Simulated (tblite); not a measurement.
# C5H9O2P: the cost of one run

Programs: tblite 0.8.0 and PySCF 2.14.0, with density-fitted response routines of our own. Each step states its level of theory. These are calculated values for one molecule in the gas phase, unless marked as measured. Atoms count from 0, in the outputs and in this text.

## 1. The starting structure

17 atoms, charge 0, multiplicity 1; geometry from: force field or distance geometry start.

Bonds of the start (Å): C0–C1 1.32, C1–P2 1.86, P2–C3 1.82, P2–C4 1.83, C4–O5 1.21, C4–O6 1.37, O6–C7 1.44, C0–H8 1.09, C0–H9 1.09, C1–H10 1.09, C3–H11 1.10, C3–H12 1.11, C3–H13 1.10, C7–H14 1.09, C7–H15 1.10, C7–H16 1.09.

## 2. Geometry optimisation with GFN2-xTB

The job: settings as JSON, then the geometry in Å.

```
{"job": {"kind": "relax", "xc": "GFN2-xTB", "basis": "xTB"}, "charge": 0, "multiplicity": 1}
C     -2.476000     1.444100    -0.795300
C     -1.242300     1.092600    -0.479100
P     -0.628400    -0.622900    -0.854700
C     -1.537000    -1.582200     0.403600
C      1.039000    -0.598100    -0.098300
O      1.360100    -1.563900     0.564900
O      1.818100     0.493400    -0.361600
C      3.117300     0.430600     0.245100
H     -3.175300     0.767500    -1.280900
H     -2.844300     2.449500    -0.577000
H     -0.584300     1.814100     0.000900
H     -2.614100    -1.598000     0.204600
H     -1.393700    -1.180600     1.427100
H     -1.191900    -2.630500     0.410000
H      3.667600    -0.423300    -0.142900
H      3.024700     0.377600     1.343400
H      3.653600     1.341900    -0.019700
```

Launch:

```
> OMP_NUM_THREADS=1 python probes_run.py task.json out
```

This one command runs all jobs of the session in turn.

**Question.** How long does this first job take on 1 thread of AMD EPYC 7R43, shared host, and how much memory does it need?

About 1.1 s, with a peak of 0.18 GiB.
